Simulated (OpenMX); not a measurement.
# GaCuSe2 (I-42d) in OpenMX: a series of runs, part 2 of 2

OpenMX 3.8.5. Earlier steps stand in the parts before.

### 3 Band structure, PBE, non-collinear spin, zero start, spin-orbit coupling

GaCuSe2.dat

```
System.CurrrentDirectory             ./
System.Name                          GaCuSe2
DATA.PATH                            ./DFT_DATA13
level.of.stdout                      1
level.of.fileout                     0
Species.Number                       3
<Definition.of.Atomic.Species
  Se  Se7.0-s3p2d2           Se_PBE13
  Ga  Ga7.0-s3p2d2           Ga_PBE13
  Cu  Cu6.0H-s3p2d2          Cu_PBE13H
Definition.of.Atomic.Species>

Atoms.Number                         8
Atoms.SpeciesAndCoordinates.Unit     FRAC
<Atoms.SpeciesAndCoordinates
    1  Se    0.1256200000    0.6250000000    0.0006200000   3.000  3.000     0.00    0.00    0.00    0.00  0  off
    2  Se    0.8750000000    0.8743800000    0.4993800000   3.000  3.000     0.00    0.00    0.00    0.00  0  off
    3  Se    0.6243800000    0.1250000000    0.9993800000   3.000  3.000     0.00    0.00    0.00    0.00  0  off
    4  Se    0.3750000000    0.3756200000    0.5006200000   3.000  3.000     0.00    0.00    0.00    0.00  0  off
    5  Ga    0.2500000000    0.7500000000    0.5000000000   6.500  6.500     0.00    0.00    0.00    0.00  0  off
    6  Ga    0.5000000000    0.5000000000    0.0000000000   6.500  6.500     0.00    0.00    0.00    0.00  0  off
    7  Cu    0.7500000000    0.2500000000    0.5000000000   9.500  9.500     0.00    0.00    0.00    0.00  0  off
    8  Cu    0.0000000000    0.0000000000    0.0000000000   9.500  9.500     0.00    0.00    0.00    0.00  0  off
Atoms.SpeciesAndCoordinates>

Atoms.UnitVectors.Unit               Ang
<Atoms.UnitVectors
    -2.8095500000    2.8095500000    5.5130000000
     2.8095500000   -2.8095500000    5.5130000000
     2.8095500000    2.8095500000   -5.5130000000
Atoms.UnitVectors>

scf.XcType                           GGA-PBE
scf.SpinPolarization                 nc
scf.SpinOrbit.Coupling               on
scf.ElectronicTemperature            580.226
scf.energycutoff                     500.0
scf.maxIter                          160
scf.EigenvalueSolver                 band
scf.Kgrid                            5 5 5
scf.Mixing.Type                      rmm-diisk
scf.Init.Mixing.Weight               0.01
scf.Min.Mixing.Weight                0.001
scf.Max.Mixing.Weight                0.2
scf.Mixing.History                   40
scf.Mixing.StartPulay                15
scf.criterion                        1.0e-7
MD.Type                              nomd
Band.dispersion                      on
Band.Nkpath                          11
<Band.kpath
   12   0.000000  0.000000  0.000000    0.000000  0.000000  0.500000  G X
    4   0.000000  0.000000  0.500000   -0.129858  0.129858  0.500000  X Y
    6  -0.129858  0.129858  0.500000   -0.314929  0.314929  0.314929  Y S
   11  -0.314929  0.314929  0.314929    0.000000  0.000000  0.000000  S G
    9   0.000000  0.000000  0.000000    0.500000  0.500000 -0.500000  G Z
    6   0.500000  0.500000 -0.500000    0.314929  0.685071 -0.314929  Z S1
    5   0.314929  0.685071 -0.314929    0.000000  0.500000  0.000000  S1 N
    9   0.000000  0.500000  0.000000    0.250000  0.250000  0.250000  N P
    5   0.250000  0.250000  0.250000    0.500000  0.500000 -0.129858  P Y1
    9   0.500000  0.500000 -0.129858    0.500000  0.500000 -0.500000  Y1 Z
    4   0.000000  0.000000  0.500000    0.250000  0.250000  0.250000  X P
Band.kpath>
```

Potentials or basis: OpenMX 2013 PBE set, Se7.0-s3p2d2, Ga7.0-s3p2d2, Cu6.0H-s3p2d2, grid cutoff 500 Ry.

Command:

```
> openmx GaCuSe2.dat -nt 1 > GaCuSe2.std
```

GaCuSe2.out:

```text
Required cutoff energy (Ryd) for 3D-grids = 500.0000
      Used cutoff energy (Ryd) for 3D-grids = 540.3026, 540.3026, 510.4886
  Num. of grids of a-, b-, and c-axes = 70, 70, 54

  Num.Grid1.    70
  Num.Grid2.    70
  Num.Grid3.    54

  Cell_Volume =   1174.675800445405 (Bohr^3)
  GridVol     =      0.004439439911 (Bohr^3)
  Cell vectors (bohr) of the grid cell (gtv)
    gtv_a = -0.075846852160,  0.075846852160,  0.148829419643
    gtv_b =  0.075846852160, -0.075846852160,  0.148829419643
    gtv_c =  0.098319993541,  0.098319993541, -0.192927025464
    |gtv_a| =  0.183454861251
    |gtv_b| =  0.183454861251
[... 1032 lines left out ...]
  d3z^2-r^2   1    0.000000002           90.0000  -88.4079
  dx^2-y^2    1    0.000000000           89.2300   38.0983
  dxy         1    0.000000000           88.5256   92.9594
  dxz         1    0.000000002           89.3991  269.9475
  dyz         1    0.000000000           79.7285   17.8180
   sum over m      0.000000004           89.3626  -86.8425

***********************************************************
       xyz-coordinates (Ang) and forces (Hartree/Bohr)
***********************************************************

<coordinates.forces
  8
    1    Se     1.40478  -1.40129   4.13475  -0.000144183510 -0.013566986312  0.000033487801
    2    Se     1.40129   1.40477   6.89125   0.013210441179 -0.000147067278  0.000066938341
    3    Se     1.40478   4.21084  -1.37825  -0.000143845716  0.013197113950  0.000064570165
    4    Se     1.40826   1.40477   1.37825  -0.013552119522 -0.000145777676  0.000029785214
    5    Ga     2.80955   0.00000   2.75650   0.000191667351  0.000245477785 -0.000055310532
    6    Ga     0.00000   0.00000   5.51300   0.000235153357  0.000203455271 -0.000063957938
    7    Cu     0.00000   2.80955   2.75650   0.000226415339  0.000176160388 -0.000210087364
    8    Cu     0.00000   0.00000   0.00000   0.000031590122 -0.000007671477  0.000018825587
coordinates.forces>

***********************************************************
       Fractional coordinates of the final structure
***********************************************************

     1     Se     0.12562000000000   0.62500000000000   0.00062000000000
     2     Se     0.87500000000000   0.87438000000000   0.49938000000000
     3     Se     0.62438000000000   0.12500000000000   0.99938000000000
     4     Se     0.37500000000000   0.37562000000000   0.50062000000000
     5     Ga     0.25000000000000   0.75000000000000   0.50000000000000
     6     Ga     0.50000000000000   0.50000000000000   0.00000000000000
     7     Cu     0.75000000000000   0.25000000000000   0.50000000000000
     8     Cu     0.00000000000000   0.00000000000000   0.00000000000000
```

GaCuSe2.std:

```text
*******************************************************
 Welcome to OpenMX   Ver. 3.8.5
 Copyright (C), 2002-2014, T. Ozaki
 OpenMX comes with ABSOLUTELY NO WARRANTY.
 This is free software, and you are welcome to
 redistribute it under the constitution of the GNU-GPL.
*******************************************************
[... 267 lines left out ...]
  Uzs   =       0.000000000000
  Uzo   =       0.000000000000
  Uef   =       0.000000000000
  UvdW  =       0.000000000000
  Utot  =    -589.152825380915

*******************************************************
             MD or geometry opt. at MD = 1
*******************************************************

outputting data on grids to files...

The calculation was normally finished.
```

It took 37 min on 1 thread of Intel Xeon Platinum 8175M at 2.50GHz (Skylake/Cascade Lake), shared host; peak memory 2.7 GiB.

Results:

```
Free energy             : -16031.6653 eV
Largest force           : 0.698 eV/Å
Band gap on the k mesh  : 0.39 eV, direct
Band gap along the path : 0.39 eV, direct
Net moment              : 0.00 μB per cell
Mulliken charges        : Se -0.09; Ga +0.01; Cu +0.17 e
```

Forces in eV/Å, atoms in the order of the input:
```
Se  -0.007 -0.698  0.002
Se   0.679 -0.008  0.003
Se  -0.007  0.679  0.003
Se  -0.697 -0.007  0.002
Ga   0.010  0.013 -0.003
Ga   0.012  0.010 -0.003
Cu   0.012  0.009 -0.011
Cu   0.002  0.000  0.001
```

Levels at the corners of the path, in eV from the valence-band top:
| point | band 85 | band 86 | band 87 | band 88 | band 89 | band 90 | band 91 | band 92 |
| --- | --- | --- | --- | --- | --- | --- | --- | --- |
| Γ | -0.09 | -0.09 | 0.00 | 0.00 | 0.39 | 0.39 | 1.93 | 1.93 |
| X | -0.51 | -0.51 | -0.51 | -0.51 | 1.18 | 1.18 | 1.24 | 1.24 |
| Y | -0.71 | -0.71 | -0.70 | -0.70 | 1.46 | 1.46 | 1.51 | 1.51 |
| S | -0.78 | -0.75 | -0.57 | -0.56 | 1.92 | 1.97 | 2.38 | 2.38 |
| Γ | -0.09 | -0.09 | 0.00 | 0.00 | 0.39 | 0.39 | 1.93 | 1.93 |
| Z | -0.90 | -0.90 | -0.90 | -0.90 | 1.82 | 1.82 | 1.82 | 1.82 |
| S1 | -0.78 | -0.75 | -0.57 | -0.56 | 1.92 | 1.97 | 2.38 | 2.38 |
| N | -1.12 | -1.12 | -0.56 | -0.56 | 2.19 | 2.19 | 2.58 | 2.58 |
| P | -0.73 | -0.73 | -0.68 | -0.64 | 1.57 | 1.64 | 1.64 | 1.69 |
| Y1 | -0.72 | -0.71 | -0.69 | -0.68 | 1.46 | 1.46 | 1.51 | 1.51 |
| Z|X | -0.90 | -0.90 | -0.90 | -0.90 | 1.82 | 1.82 | 1.82 | 1.82 |
| P | -0.73 | -0.73 | -0.68 | -0.64 | 1.57 | 1.64 | 1.64 | 1.69 |

Caveat: Mulliken charges move with the basis; total energies with and without spin-orbit coupling shouldn't be compared in this program; the basis of atomic orbitals isn't converged, which shifts pressures, moduli and gaps.

### 4 Against experiment

Step 2. Measured gap of GaCuSe2: 1.7 eV (“Growth and anisotropy of transport properties of CuGaSe2 single crystals”, 2018, pmc:6251020). This calculation gives 0.43 eV (-1.27 eV). So large a miss can be the level of theory's own, or it may mean another phase, state or a wrong row. 2 values of this kind are on record in papers (1.7 to 1.72 eV); this one was drawn at random among those near their median. Spin-orbit coupling on Ga, Se is left out. The value is that of PBE in an atomic basis (OpenMX 2013 PBE set, Se7.0-s3p2d2, Ga7.0-s3p2d2, Cu6.0H-s3p2d2, grid cutoff 500 Ry), whose error adds to the functional's,, without temperature or zero-point motion. Semilocal functionals fall short of measured gaps as a rule.

Step 3. Against the measured gap of GaCuSe2, 1.7 eV (“Growth and anisotropy of transport properties of CuGaSe2 single crystals”, 2018, pmc:6251020), the calculated 0.39 eV is off by -1.31 eV. So large a miss can be the level of theory's own, or it may mean another phase, state or a wrong row. 2 values of this kind are on record in papers (1.7 to 1.72 eV); this one was drawn at random among those near their median. The value is that of PBE in an atomic basis (OpenMX 2013 PBE set, Se7.0-s3p2d2, Ga7.0-s3p2d2, Cu6.0H-s3p2d2, grid cutoff 500 Ry), whose error adds to the functional's,, without temperature or zero-point motion. Semilocal functionals fall short of measured gaps as a rule.
